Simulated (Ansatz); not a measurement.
# TaN: the cost of one run

Program: Ansatz 0.2.0. Level of theory: DFT LDA, scalar-relativistic, plane waves, PAW. These are calculated values, not measurements.

## Step 1: Starting point

It takes space group Fm-3m (No. 225, cubic). The conventional cell has a = 4.348 Å, b = 4.348 Å, c = 4.348 Å, α = 90.00°, β = 90.00°, γ = 90.00°. Ta (site symmetry m-3m) is surrounded by 6 N at 2.17 Å. N (site symmetry m-3m) has 6 Ta at 2.17 Å as nearest neighbours.

Structure file:

```cif
data_structure
_symmetry_space_group_name_H-M 'P 1'
_symmetry_Int_Tables_number 1
_cell_length_a 3.0743
_cell_length_b 3.0743
_cell_length_c 3.0743
_cell_angle_alpha 60.000
_cell_angle_beta 60.000
_cell_angle_gamma 60.000
_cell_volume 20.55
loop_
_atom_site_label
_atom_site_type_symbol
_atom_site_fract_x
_atom_site_fract_y
_atom_site_fract_z
_atom_site_occupancy
Ta1 Ta 0.50000 0.50000 0.50000 1
N1 N 0.00000 0.00000 0.00000 1
```

This cell was relaxed beforehand with the same method: volume 10.27 Å³/atom, gap on the mesh none (metal).

## Step 2: The scan

The energy is mapped over a normal mode and a strain (zone-centre modes of the cell shown) (x along [1 0 0], y along [0 1 0], z along [0 0 1] of the conventional cell).

The axes are (1) amplitude of mode 4 (425 cm⁻¹), largest displacement in the unstrained cell: 9 values from −0.244 Å; (2) equal normal strain along x, y and z: 7 values from −2.50 %.

Nothing else is relaxed (the pattern is fixed in fractional coordinates). Energies count from the relaxed high-symmetry cell. Points are written as (first, second).

The modes come from a phonon run on the reference cell, made beforehand.

The patterns, per unit of each coordinate (Å):

```tsv
atom	x1	y1	z1
Ta1	-0.077	0.000	0.000
N2	1.000	0.000	0.000
```

## Step 3: The run at (−0.061 Å, −2.50 %)

Input file input.yaml:

```yaml
crystal:
  lattice:
    - [0.0, 2.1194897592, 2.1194897592]
    - [2.1194897592, 0.0, 2.1194897592]
    - [2.1194897592, 2.1194897592, 0.0]
  atoms:
    - { symbol: Ta, position: [0.4989139126, 0.5010860874, 0.5010860874] }
    - { symbol: "N", position: [0.0140304995, -0.0140304995, -0.0140304995] }
basis:
  ecutwfc: 520.0
kpoints:
  mp_grid: { grid: [18, 18, 18] }
hamiltonian:
  xc: lda
  pseudopotentials: { kind: paw, azcp: { folder: soft_1 } }
scf:
  occupations: { method: gaussian, width: 0.15 }
output:
  forces: true
  stress: true
  eigenvalues: true
  write_density: true
  write_potential: true
  elf: true
  volumetric_format: npy
```

On the command line:

```
$ ansatz run input.yaml --threads 1 --pin off --max-ram 2048MiB --backend cpu --events-out ev --progress --plain --runs-dir out
```

Q: Estimate wall time and peak memory on 1 thread of AMD EPYC 7R43 (Zen 3), shared host.

About 25 s, with a peak of 0.55 GiB.
